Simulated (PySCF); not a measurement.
# InHCl2O (SMILES [OH][In]([Cl])[Cl]) at 6 levels

Aim: a comparison of 6 runs (HF/STO-3G, HF/3-21G, HF/def2-SVP, B3LYP/STO-3G, TPSSh/def2-SVP, CCSD(T)/def2-SVP) of InHCl2O. 

The results are computed with PySCF 2.14.0.

### 1 Starting point

InHCl2O has 5 atoms, charge 0, and is taken as a singlet. As SMILES, `[OH][In]([Cl])[Cl]`. The shape is that of a PBE0-D4/def2-TZVP optimisation.

Bond lengths: O1–In2 1.961 Å, In2–Cl3 2.307 Å, In2–Cl4 2.290 Å, O1–H5 0.962 Å. Angles: O1–In2–Cl3 119.6°, O1–In2–Cl4 119.8°, Cl3–In2–Cl4 120.6°, In2–O1–H5 111.7°.

### 2 Energy and forces at HF/STO-3G (run 1)

File job.py:

```python
import pyscf.grad
from pyscf import gto, scf

mol = gto.M(
    atom='''
O   -0.347800   1.510200  -0.137200
In  -0.087900  -0.432900  -0.100800
Cl   1.722600  -1.320600   1.019900
Cl  -1.580600  -1.801600  -1.170600
H    0.343600   1.971200   0.347200
''',
    max_memory=1860,
    verbose=4,
    basis='sto-3g',
)

hf = scf.RHF(mol)
hf.conv_tol = 1e-10
hf.kernel()
if not hf.converged:
    hf = hf.newton().run(hf.mo_coeff, hf.mo_occ)

etot = hf.e_tot
print('E = %.10f Eh' % etot)
grad = hf.Gradients().kernel()
dip = hf.dip_moment()
pop, q = hf.mulliken_pop()
```

Command:

```
OMP_NUM_THREADS=1 python job.py
```

What it wrote:

```text
PySCF version 2.14.0

[... 59 lines left out ...]
converged SCF energy = -6666.65078724125
[... 12 lines left out ...]
Dipole moment(X, Y, Z, Debye):  0.44303,  2.31474,  0.45409
[... 57 lines left out ...]
charge of    4H =      0.15539
```

It took 4.5 s on 1 thread of Intel Xeon at 2.70GHz, shared host; peak memory 0.12 GiB.

### 3 Energy and gradient at HF/3-21G (run 2)

File input.py:

```python
from pyscf import gto

molecule = gto.M(
    atom='''
O     -0.347800     1.510200    -0.137200
In    -0.087900    -0.432900    -0.100800
Cl     1.722600    -1.320600     1.019900
Cl    -1.580600    -1.801600    -1.170600
H      0.343600     1.971200     0.347200
''',
    verbose=4,
    spin=0,
    max_memory=1860,
    basis='3-21g',
    charge=0,
)

hf = molecule.RHF()
hf.conv_tol = 1e-10
hf.kernel()
if not hf.converged:
    hf = hf.newton().run(hf.mo_coeff, hf.mo_occ)

e_tot = hf.e_tot
print('Final energy', e_tot)
grad = hf.nuc_grad_method().kernel()
hf.analyze()
```

Command:

```
OMP_NUM_THREADS=1 python input.py
```

What it wrote:

```text
PySCF version 2.14.0

[... 74 lines left out ...]
Nuclear Repulsion Energy =             585.989151371583262
[... 10 lines left out ...]
MO #5   energy= -138.200563743018  occ= 2
[... 8 lines left out ...]
MO #14  energy= -17.5952732293658  occ= 2
[... 8 lines left out ...]
MO #23  energy= -7.96166534972467  occ= 2
[... 8 lines left out ...]
MO #32  energy= -1.21313808668566  occ= 2
[... 8 lines left out ...]
MO #41  energy= -0.503535071403796 occ= 2
[... 8 lines left out ...]
MO #50  energy= 0.149650739993429  occ= 0
[... 8 lines left out ...]
MO #59  energy= 0.847660407654802  occ= 0
[... 8 lines left out ...]
MO #68  energy= 3.03109270268743   occ= 0
[... 76 lines left out ...]
Dipole moment(X, Y, Z, Debye):  1.02103,  2.13480,  0.82031
```

It took 4.5 s on 1 thread of Intel Xeon at 2.70GHz, shared host; peak memory 0.14 GiB.

### 4 Energy and forces at HF/def2-SVP (core potential) (run 3)

File start.xyz:

```xyz
5
Cl2HInO
O     -0.347800     1.510200    -0.137200
In    -0.087900    -0.432900    -0.100800
Cl     1.722600    -1.320600     1.019900
Cl    -1.580600    -1.801600    -1.170600
H      0.343600     1.971200     0.347200
```

File input.py:

```python
from pyscf import gto

mol = gto.Mole()
mol.atom = 'start.xyz'
mol.spin = 0
mol.ecp = {'In': 'def2-svp'}
mol.basis = 'def2-svp'
mol.verbose = 3
mol.max_memory = 1860
mol.build()

mf = mol.RHF()
mf.conv_tol = 1e-10
mf.kernel()
if not mf.converged:
    mf = mf.newton().run(mf.mo_coeff, mf.mo_occ)

etot = mf.e_tot
print('Final energy', etot)
grad = mf.nuc_grad_method().kernel()
mf.analyze()
```

Command:

```
OMP_NUM_THREADS=1 python input.py
```

What it wrote:

```text
converged SCF energy = -1183.4189598437
[... 10 lines left out ...]
MO #1   energy= -104.790991899344  occ= 2
[... 9 lines left out ...]
MO #11  energy= -8.02503979579716  occ= 2
[... 9 lines left out ...]
MO #21  energy= -1.08906022303238  occ= 2
[... 9 lines left out ...]
MO #31  energy= -0.461053580614336 occ= 2
[... 9 lines left out ...]
MO #41  energy= 0.356816965828096  occ= 0
[... 9 lines left out ...]
MO #51  energy= 1.03675566359895   occ= 0
[... 9 lines left out ...]
MO #61  energy= 1.21933604134021   occ= 0
[... 9 lines left out ...]
MO #71  energy= 1.94181109997936   occ= 0
[... 9 lines left out ...]
MO #81  energy= 61.620554407211    occ= 0
[... 6 lines left out ...]
Dipole moment(X, Y, Z, Debye):  0.96936,  0.92381,  0.70198
```

It took 11 s on 1 thread of Intel Xeon at 2.70GHz, shared host; peak memory 0.16 GiB.

Runs 4 to 5 aren't shown in full; the table further down has their settings and results.

### 5 A single-point energy at CCSD(T)/def2-SVP (core potential) (run 6)

File run.py:

```python
# [OH][In]([Cl])[Cl]
from pyscf import gto, cc

molecule = gto.M(
    atom=[
    ('O', (-0.347800, 1.510200, -0.137200)),
    ('In', (-0.087900, -0.432900, -0.100800)),
    ('Cl', (1.722600, -1.320600, 1.019900)),
    ('Cl', (-1.580600, -1.801600, -1.170600)),
    ('H', (0.343600, 1.971200, 0.347200)),
],
    ecp={'In': 'def2-svp'},
    max_memory=1860,
    charge=0,
    verbose=4,
    basis='def2-svp',
)

myscf = molecule.RHF()
myscf.conv_tol = 1e-10
myscf.kernel()
if not myscf.converged:
    myscf = myscf.newton().run(myscf.mo_coeff, myscf.mo_occ)

mycc = cc.CCSD(myscf, frozen=15)
mycc.kernel()
e_t = mycc.ccsd_t()
e_final = mycc.e_tot + e_t
print('E = %.10f Eh' % e_final)
myscf.analyze()
```

Command:

```
OMP_NUM_THREADS=1 python run.py
```

What it wrote:

```text
PySCF version 2.14.0

[... 76 lines left out ...]
Init t2, MP2 energy = -1183.95214437987  E_corr(MP2) -0.533184536167033
[... 30 lines left out ...]
MO #4   energy= -10.5531653439628  occ= 2
[... 10 lines left out ...]
MO #15  energy= -3.70887897924947  occ= 2
[... 10 lines left out ...]
MO #26  energy= -0.51045966550628  occ= 2
[... 10 lines left out ...]
MO #37  energy= 0.236084711218945  occ= 0
[... 10 lines left out ...]
MO #48  energy= 0.82578886264802   occ= 0
[... 10 lines left out ...]
MO #59  energy= 1.14420241215672   occ= 0
[... 10 lines left out ...]
MO #70  energy= 1.7108750979573    occ= 0
[... 10 lines left out ...]
MO #81  energy= 61.620554407211    occ= 0
[... 89 lines left out ...]
Dipole moment(X, Y, Z, Debye):  0.96936,  0.92381,  0.70198
```

Wall time 23 s (1 thread of Intel Xeon at 2.70GHz, shared host); peak memory 0.34 GiB.

### 6 Overview of the runs

```tsv
run	level	core potential	integration grid	energy (Eh)	dipole moment (D) of the reference	HOMO energy (eV)	LUMO energy (eV)	wall time
1	HF/STO-3G	–	–	-6666.650787	2.40	-9.39	5.03	4.5 s
2	HF/3-21G	–	–	-6704.507054	2.50	-12.60	0.56	4.5 s
3	HF/def2-SVP (core potential)	def2-svp	–	-1183.418960	1.51	-12.48	1.10	11 s
4	B3LYP/STO-3G	–	5	-6670.153778	2.88	-5.17	1.36	17 s
5	TPSSh/def2-SVP (core potential)	def2-svp	5	-1186.075477	1.56	-8.12	-2.82	41 s
6	CCSD(T)/def2-SVP (core potential)	def2-svp	–	-1183.994578	1.51	-12.48	1.10	23 s
```

### 7 Outcome

```
                                           quantity           value
                                run 6: total energy  -1183.99458 Eh
        run 6: dipole moment (Hartree–Fock density)          1.51 D
         run 6: HOMO energy (Hartree–Fock orbitals)       -12.48 eV
         run 6: LUMO energy (Hartree–Fock orbitals)         1.10 eV
       run 6: HOMO–LUMO gap (Hartree–Fock orbitals)        13.58 eV
run 6: correlation energy (15 core orbitals frozen)      -575.6 mEh
                              run 6: (T) correction      -13.09 mEh
                               run 6: T1 diagnostic           0.013
```

What this shows: Over runs 1, 2, 3, 4, 5 the dipole moment (its size) runs from 1.51 D (HF/def2-SVP) to 2.88 D (B3LYP/STO-3G). The two ends differ in method and basis and core potential. Over runs 1, 2, 3, 4, 5 the HOMO–LUMO gap runs from 5.30 eV (TPSSh/def2-SVP) to 14.42 eV (HF/STO-3G). Totals of different functionals can't be ranked against each other. Some runs of one species differ in core potentials or relativity; totals across that change don't compare. In runs 1, 4 the basis is minimal, so the values are rough. In runs 1, 2, 4 relativity is left out where basis or elements ask for it. All runs together took 1.7 min, the longest 41 s.
